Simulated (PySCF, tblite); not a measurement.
**C₅H₅N₂S radical: geometry, infrared bands and EPR parameters**

What infrared bands and EPR parameters should C₅H₅N₂S radical (`[CH2]C(=S)C1=NCC=N1`) show?

The runs use tblite 0.8.0 and PySCF 2.14.0, with density-fitted response routines of our own; the level of theory stands in each step. All values are computed, except where a source is named. Atoms are numbered from 0 throughout.

## 1. The starting structure

13 atoms, charge 0, multiplicity 2; geometry from: force field or distance geometry start.

Bonds of the start (Å): C0–C1 1.50, C1–S2 1.63, C1–C3 1.46, C3–N4 1.30, N4–C5 1.46, C5–C6 1.49, C6–N7 1.31, N7–C3 1.43, C0–H8 1.11, C0–H9 1.11, C5–H10 1.11, C5–H11 1.09, C6–H12 1.08.

## 2. Optimising the geometry with GFN2-xTB

The job: settings as JSON, then the geometry in Å.

```
{"job": {"kind": "relax", "xc": "GFN2-xTB", "basis": "xTB"}, "charge": 0, "multiplicity": 2}
C      2.737600    -0.358500     0.088500
C      1.642200     0.577100    -0.315500
S      2.037600     2.014700    -0.968100
C      0.236600     0.237500    -0.124500
N     -0.728300     1.044900    -0.455800
C     -2.013800     0.430900    -0.155500
C     -1.612500    -0.881100     0.431200
N     -0.308200    -0.955800     0.442300
H      2.633400    -1.339000    -0.411800
H      2.808600    -0.478500     1.190900
H     -2.565000     0.264100    -1.101800
H     -2.547000     1.053300     0.570600
H     -2.325700    -1.609100     0.792000
```

Command:

```bash
$ OMP_NUM_THREADS=1 python probes_run.py task.json out
```

The driver reads the jobs from task.json and runs them one after another.

**Question.** This job is followed by: GFN2-xTB harmonic vibrations, gas phase; UKS B3LYP, pcH-1 on C H N S, non-relativistic, mean-field spin-orbit, GIAO. Predict these results of the whole session: strongest single infrared mode (GFN2-xTB); zero-point energy (GFN2-xTB); g(iso) (B3LYP); ⟨S²⟩; largest a(iso) (averaged by class); potential on the surface of density 0.002 e/bohr³, 1st and 99th percentile; property runs in this session.

As calculated:

```
                                                                  quantity                                            value
                                 strongest single infrared mode (GFN2-xTB)                             1636 cm⁻¹, 93 km/mol
                                              zero-point energy (GFN2-xTB)                                    56.3 kcal/mol
                                                            g(iso) (B3LYP)                                          2.11096
                                                                      ⟨S²⟩                               0.773 (exact 0.75)
                                        largest a(iso) (averaged by class)                             13C on C1, -32.9 MHz
potential on the surface of density 0.002 e/bohr³, 1st and 99th percentile                               -1.98 V and 1.41 V
                                             property runs in this session  1, of which 0 failed and 1 gave unsound results
```

Over 86 steps the energy fell by 1.943 eV; of the close pairs, C0–C1 changed most, 1.496 to 1.345 Å. No mode is imaginary among the 33: a minimum at this level. The strongest single mode, at 1636 cm⁻¹, is spread over several atoms, C6, N7, C3, N4 among them. Unscaled tight-binding wavenumbers are off by several per cent, some by more. Its intensities can rank the bands wrongly. S2 carries the largest spin population, 0.79 e. The isotropic g lies 108.6 ppt above the free-electron value. These values are not to be trusted: the run shows nearly degenerate orbitals, where second-order g theory doesn't apply. These values are for one conformer; the search (at its own cheap level) found 2 more, at 0.69, 0.74 kcal/mol, and measured spectra average over such forms.
